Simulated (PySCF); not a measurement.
# KBe: basis, grid and Hamiltonian

Aim: see how much the energy and properties of KBe depend on the numerical set-up.

Method: each script names its method and basis; program: PySCF 2.14.0.

2 further runs of the same task are left out: 2 that didn't finish.

## 1. Starting geometry

KBe: 2 atoms, charge 0, spin multiplicity 2.

No contacts short enough for the rule that draws bonds.

## 2. The run that the others are compared with

Input file input.py:

```python
from pyscf import gto, dft

mol = gto.M(
    atom='K 0 0 0; Be 0 0 3.341',
    basis='def2-tzvp',
    charge=0,
    spin=1,
    verbose=3,
)
mf = dft.UKS(mol, xc='m06')
mf = mf.density_fit(auxbasis='def2-universal-jkfit')
mf.kernel()
mf.dip_moment()
print('orbital energies (hartree):', [e[max(0, n-3):n+3].round(4) for e, n in zip(mf.mo_energy, mol.nelec)])
```

The run is started by

```bash
OMP_NUM_THREADS=1 python input.py
```

Its log is not repeated here.

It gives: E(SCF) = -614.550170 Eh, ⟨S²⟩ = 0.757, μ = 3.50 D.

The bond length is a typed value, not an optimised one.

## 3. Spin-free X2C on

Edit 1 changes spin-free X2C: off → on.

Input file input.py:

```python
from pyscf import gto, dft

mol = gto.M(
    atom='K 0 0 0; Be 0 0 3.341',
    basis='def2-tzvp',
    charge=0,
    spin=1,
    verbose=3,
)
mf = dft.UKS(mol, xc='m06')
mf = mf.sfx2c1e()
mf = mf.density_fit(auxbasis='def2-universal-jkfit')
mf.kernel()
mf.dip_moment()
print('orbital energies (hartree):', [e[max(0, n-3):n+3].round(4) for e, n in zip(mf.mo_energy, mol.nelec)])
```

The run is started by

```bash
OMP_NUM_THREADS=1 python input.py
```

## 4. 6-311g**

Edit 2 changes basis set: def2-tzvp → 6-311g**.

input.py: that of step 2 with these lines changed.

```diff
@@ -4,3 +4,3 @@
     atom='K 0 0 0; Be 0 0 3.341',
-    basis='def2-tzvp',
+    basis='6-311g**',
     charge=0,
```

## 5. Integration grid (99, 590)

Edit 3 changes integration grid: default → (99, 590).

input.py: that of step 2 with these lines changed.

```diff
@@ -11,2 +11,3 @@
 mf = mf.density_fit(auxbasis='def2-universal-jkfit')
+mf.grids.atom_grid = (99, 590)
 mf.kernel()
```

## 6. Density fitting none

Edit 4 changes density fitting: def2-universal-jkfit → none.

input.py: that of step 2 with these lines changed.

```diff
@@ -10,3 +10,2 @@
 mf = dft.UKS(mol, xc='m06')
-mf = mf.density_fit(auxbasis='def2-universal-jkfit')
 mf.kernel()
```

**Question.** What will these runs give? Wanted: for each run, E(SCF); from base; gap, α spin; SCF dipole.

As calculated:

| run | E(SCF) (hartree) | from base (eV) | gap, α spin (eV) | SCF dipole (D) | functions |
| --- | --- | --- | --- | --- | --- |
| base | -614.550170 | 0 | 1.66 | 3.50 | 52 |
| spin-free X2C on | -616.546522 | -54.3235 | 1.67 | 3.47 | 52 |
| 6-311g** | -614.548174 | +0.0543 | 1.61 | 3.41 | 57 |
| integration grid (99, 590) | -614.550176 | -0.0002 | 1.66 | 3.50 | 52 |
| density fitting none | -614.550144 | +0.0007 | 1.66 | 3.50 | 52 |

In words: Of the runs whose energies can be compared, “spin-free X2C on” moves the SCF energy most (-54.324 eV). Scalar relativity lowers the total energy by 54.32 eV, nearly all of it in the inner shells; a basis contracted without relativity catches only part of it. 6-311g** (57 functions) gives an energy 0.05 eV higher than def2-tzvp (52); size alone doesn't order basis sets of different families.
